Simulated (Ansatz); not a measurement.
Crystal: CuO2.

```
Cu O
1.0
     1.41261   -5.21075    0.00000
     1.41261    5.21075    0.00000
     0.00000    0.00000    4.34342
Cu O
2 4
Cartesian
  1.4126 3.4677 3.2576
  1.4126 -3.4677 1.0859
  1.4126 -3.0115 3.2576
  1.4126 3.0115 1.0859
  1.4126 -0.5366 3.2576
  1.4126 0.5366 1.0859
```

The cell comes from a database or a generator and needn't be the stable form of this composition.

| Property | Result |
| --- | --- |
| Program | Ansatz 0.2.0 |
| Task | single point |
| Functional | PBEsol |
| Potentials or basis | Ansatz PAW |
| Cutoff | 420 eV (not typed: the program's choice for these potentials) |
| k mesh | 10 × 10 × 6 |
| Occupations | fermi-dirac, width 0.05 eV |
| Spin | no spin polarisation |

On this cell: pressure -8.7 GPa; largest force 0.517 eV/Å; band gap on the k mesh none (metal or under the smearing width).

The same run follows on a disturbed copy (atoms moved at random, drawn with an rms of 0.05 Å):

```xyz
6
Lattice="1.4126 -5.2107 0.0000 1.4126 5.2107 0.0000 0.0000 0.0000 4.3434" Properties=species:S:1:pos:R:3 pbc="T T T"
Cu    1.3796    3.4241    3.2743
Cu    1.4091   -3.4891    1.1046
O     1.4712   -3.0351    3.2817
O     1.3617    3.0258    1.1411
O     1.3642   -0.5733    3.2626
O     1.4057    0.5579    1.0926
```

Task: What does the disturbed cell give?

Result: The energy (extrapolated to zero smearing) moves by +12.4 meV/atom; pressure -7.5 GPa; largest force 0.992 eV/Å; band gap on the k mesh none (metal or under the smearing width).

Forces in eV/Å, atoms in the order of the input:
```
Cu   0.752  0.539 -0.023
Cu  -0.408  0.826  0.056
O   -0.921  0.152  0.122
O    0.438 -0.865 -0.209
O    0.058 -0.489  0.067
O    0.080 -0.163 -0.013
```

Stress tensor (GPa, compression positive):
```
-9.51  3.23 -0.02
 3.23 -6.69 -0.18
-0.02 -0.18 -6.31
```

Caveats: the run has no spin polarisation, though such a crystal can be magnetic; semilocal functionals often make such compounds metallic where correlation or magnetic order opens a gap, which also shifts bond lengths; the PAW data sets come from PBE, with cores solved anew for the run's functional, which leaves a small shift of forces and pressure.
